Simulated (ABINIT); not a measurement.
Runs of ABINIT 10.8.3 (patched build) on TaO. Symmetry: P6/mmm, No. 191, hexagonal system. The conventional cell has a = 3.066 Å, b = 3.066 Å, c = 3.855 Å, α = 90.00°, β = 90.00°, γ = 120.00°. Ta (site symmetry 6/mmm) has 2 O at 1.93 Å as nearest neighbours. Around O (site symmetry 6/mmm) lie 2 Ta at 1.93 Å. The cell was built by a generator and needn't be a form met in nature.

```tsv
level	gap on the mesh (eV)	pressure (GPa)
LDA	none	-10.2
revPBE	none	2.6
WC	none	-5.4
SCAN	none	-5.7
RPBE	none	3.5
BLYP	none	(a)
r2SCAN	none	(b)
PBE	none	(c)
```

Alike in all rows: task single point; potentials or basis JTH PAW PBE v2.0; no spin polarisation; cell as given; k mesh 10 × 10 × 7; cutoff (eV) 762; smearing fermi-dirac 0.05 eV.

Question: Estimate the missing entries.

Answer: (a) 4.6; (b) -3.5; (c) 0.0.

Caveats: an odd number of electrons without spin polarisation forces a metal; a magnetic or distorted state may lie lower; the atomic spheres overlap; the PAW data sets were made with another functional, which shifts forces and pressure a little (some runs).

A k mesh can miss the band edges, and the runs leave out spin-orbit coupling on Ta.

A gap of «none» marks a metal or a gap under the smearing width.
